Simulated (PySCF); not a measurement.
# B2H7PSi: the cost of one run

Programs: PySCF 2.14.0, with density-fitted response routines of our own. Each step states its level of theory. These are calculated values for one molecule in the gas phase, unless marked as measured. Atoms are numbered from 0 throughout.

## Step 1: The molecule as given

11 atoms, charge 0, multiplicity 1; geometry from: GFN2-xTB. The atoms were then displaced at random by about 0.01 Å, so the start is not that level's minimum.

Bonds of the start (Å): B0–P1 1.78, P1–B2 1.79, P1–Si3 2.19, B0–H4 1.20, B0–H5 1.17, B2–H6 1.19, B2–H7 1.17, Si3–H8 1.48, Si3–H9 1.49, Si3–H10 1.45.

## Step 2: Relaxing the molecule at PBE0-D3(BJ)/def2-SVP

Job settings and geometry (Å):

```
{"job": {"xc": "PBE0", "basis": "def2-SVP", "d3": "d3bj", "grid": 1, "shake": 0.01, "kind": "geom"}, "charge": 0, "multiplicity": 1}
B     -0.105580     1.970740     0.093750
P      0.253290     0.230100    -0.053300
B      1.950680    -0.350320    -0.031200
Si    -1.361700    -1.244310    -0.064590
H     -1.245270     2.337670     0.108790
H      0.746090     2.774160     0.137870
H      2.849250     0.431290     0.025460
H      2.206760    -1.490790    -0.066060
H     -2.565690    -0.611910    -0.657670
H     -1.715900    -1.660150     1.321540
H     -0.973830    -2.412310    -0.830260
```

Started as:

```bash
$ OMP_NUM_THREADS=1 python probes_run.py task.json out
```

One launch serves the whole session: the jobs run in the order shown.

Q: Estimate the wall time and peak memory of this first job on 1 thread of Arm Neoverse V2, shared host.

About 10 s, with a peak of 0.41 GiB.
